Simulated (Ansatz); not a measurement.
# LaRuPO: the cost of one run

Method: DFT r²SCAN, scalar-relativistic, plane waves, PAW (the target; the first runs use scalar-relativistic PBE), in Ansatz 0.2.0.

### 1 The system as given

The structure is tetragonal, space group P4/nmm (No. 129). The conventional cell has a = 4.048 Å, b = 4.048 Å, c = 8.410 Å, α = 90.00°, β = 90.00°, γ = 90.00°. La (site symmetry 4mm) has 4 O at 2.39 Å as nearest neighbours. P (site symmetry 4mm) has 4 Ru at 2.37 Å as nearest neighbours. Ru (site symmetry -4m2) is surrounded by 4 P at 2.37 Å. Around O (site symmetry -4m2) lie 4 La at 2.39 Å.

As a file:

```cif
data_structure
_symmetry_space_group_name_H-M 'P 1'
_symmetry_Int_Tables_number 1
_cell_length_a 4.0480
_cell_length_b 4.0480
_cell_length_c 8.4100
_cell_angle_alpha 90.000
_cell_angle_beta 90.000
_cell_angle_gamma 90.000
_cell_volume 137.81
loop_
_atom_site_label
_atom_site_type_symbol
_atom_site_fract_x
_atom_site_fract_y
_atom_site_fract_z
_atom_site_occupancy
La1 La 0.00000 0.50000 0.84906 1
La2 La 0.50000 0.00000 0.15094 1
P1 P 0.50000 0.00000 0.64705 1
P2 P 0.00000 0.50000 0.35295 1
Ru1 Ru 0.00000 0.00000 0.50000 1
Ru2 Ru 0.50000 0.50000 0.50000 1
O1 O 0.50000 0.50000 0.00000 1
O2 O 0.00000 0.00000 0.00000 1
```

### 2 Full relaxation (PBE, 6×6×4 mesh)

input.yaml reads:

```yaml
crystal:
  lattice:
    - [4.048, 0.0, 0.0]
    - [0.0, 4.048, 0.0]
    - [0.0, 0.0, 8.41]
  atoms:
    - { symbol: La, position: [0.0, 0.5, 0.849063] }
    - { symbol: La, position: [0.5, 0.0, 0.150937] }
    - { symbol: P, position: [0.5, 0.0, 0.64705] }
    - { symbol: P, position: [0.0, 0.5, 0.35295] }
    - { symbol: Ru, position: [0.0, 0.0, 0.5] }
    - { symbol: Ru, position: [0.5, 0.5, 0.5] }
    - { symbol: O, position: [0.5, 0.5, 0.0] }
    - { symbol: O, position: [0.0, 0.0, 0.0] }
basis:
  ecutwfc: 420
  ecutrho_ratio: 4
kpoints:
  mp_grid: { grid: [6, 6, 4] }
hamiltonian:
  xc: pbe
scf:
  occupations: { method: gaussian, width: 0.05 }
output:
  forces: true
  stress: true
  eigenvalues: true
relax:
  f_tol: 0.03
  max_steps: 60
  cell: { stress_tol: 0.3 }
```

Command:

```sh
> ansatz run input.yaml --threads 4 --pin off --max-ram 10240MiB --backend cpu --events-out ev --progress --plain --runs-dir out
```

What time and memory should one allow on 4 threads of AMD EPYC 7R43 (Zen 3), shared host?

About 32 s, with a peak of 0.68 GiB.
